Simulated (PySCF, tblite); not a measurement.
# C₅H₉BCl₂: geometry, infrared bands and NMR shifts

Wanted: the infrared bands and NMR shifts of C₅H₉BCl₂ (`BC/C=C(/C)C(Cl)Cl`), by calculation.

Programs: tblite 0.8.0 and PySCF 2.14.0, with density-fitted response routines of our own. Each step states its level of theory. These are calculated values for one molecule in the gas phase, unless marked as measured. Atoms count from 0, in the outputs and in this text.

**1. The molecule as given**

17 atoms, charge 0, multiplicity 1; geometry from: force field or distance geometry start.

Bonds of the start (Å): B0–C1 1.61, C1–C2 1.49, C2–C3 1.36, C3–C4 1.50, C3–C5 1.53, C5–Cl6 1.78, C5–Cl7 1.77, B0–H8 1.18, B0–H9 1.18, C1–H10 1.10, C1–H11 1.12, C2–H12 1.09, C4–H13 1.10, C4–H14 1.12, C4–H15 1.11, C5–H16 1.11.

**2. Geometry optimisation with GFN2-xTB**

What the job is given:

```
{"job": {"kind": "relax", "xc": "GFN2-xTB", "basis": "xTB"}, "charge": 0, "multiplicity": 1}
B      2.415000    -0.199400     0.693500
C      1.603900    -0.458400    -0.667600
C      0.391900     0.404700    -0.739100
C     -0.768100     0.219000    -0.062600
C     -1.894600     1.190900    -0.263000
C     -0.974800    -0.939200     0.914100
Cl    -1.296800    -0.309700     2.549400
Cl    -2.325900    -1.955000     0.393400
H      2.805300     0.885100     0.948200
H      2.602700    -1.084900     1.452400
H      2.283800    -0.209000    -1.500700
H      1.340300    -1.538900    -0.760000
H      0.435700     1.255100    -1.414400
H     -2.776400     0.934600     0.342700
H     -1.564300     2.223600     0.010900
H     -2.200500     1.188100    -1.326300
H     -0.084200    -1.594600     0.999000
```

Started as:

```console
> OMP_NUM_THREADS=1 python probes_run.py task.json out
```

This one command runs all jobs of the session in turn.

**Question.** This job is followed by: GFN2-xTB harmonic vibrations, gas phase; GIAO PBE0/pcSseg-1 NMR shielding, non-relativistic, gas phase. What will the session give for the following? strongest single infrared mode (GFN2-xTB); zero-point energy (GFN2-xTB); 13C shifts against TMS (PBE0/pcSseg-1); 1H shifts against TMS (PBE0/pcSseg-1, means over atoms taken as alike); 11B shifts against BF3·OEt2 (PBE0/pcSseg-1); 35Cl shifts against HCl (PBE0/pcSseg-1, means over atoms taken as alike).

The runs gave:

| quantity | value |
| --- | --- |
| strongest single infrared mode (GFN2-xTB) | 2694 cm⁻¹, 108 km/mol |
| zero-point energy (GFN2-xTB) | 78.4 kcal/mol |
| 13C shifts against TMS (PBE0/pcSseg-1) | 140.1, 138.2, 83.7, 36.9, 19.6 ppm |
| 1H shifts against TMS (PBE0/pcSseg-1, means over atoms taken as alike) | 7.94, 6.44, 6.13, 2.57, 2.19 ppm |
| 11B shifts against BF3·OEt2 (PBE0/pcSseg-1) | 91.2 ppm |
| 35Cl shifts against HCl (PBE0/pcSseg-1, means over atoms taken as alike) | 283 ppm |

The optimisation took 126 steps and gained 0.187 eV; among the close pairs (by a distance rule), C3–C5 changed most, from 1.529 to 1.491 Å. All 45 modes are real, so the xTB geometry is a minimum. The strongest single mode, at 2694 cm⁻¹, moves mainly H8 and H9. GFN2-xTB is a fitted tight-binding method: band positions and strengths are rough. Its intensities can rank the bands wrongly. C5 stands next to heavy halogen, whose spin-orbit shielding this run leaves out, so the computed shift lies too far downfield, most of all for carbon beside Br or I. At PBE0/pcSseg-1: The widest tensor belongs to Cl6, Cl7: span 691 ppm, with a paramagnetic part of -479 ppm.
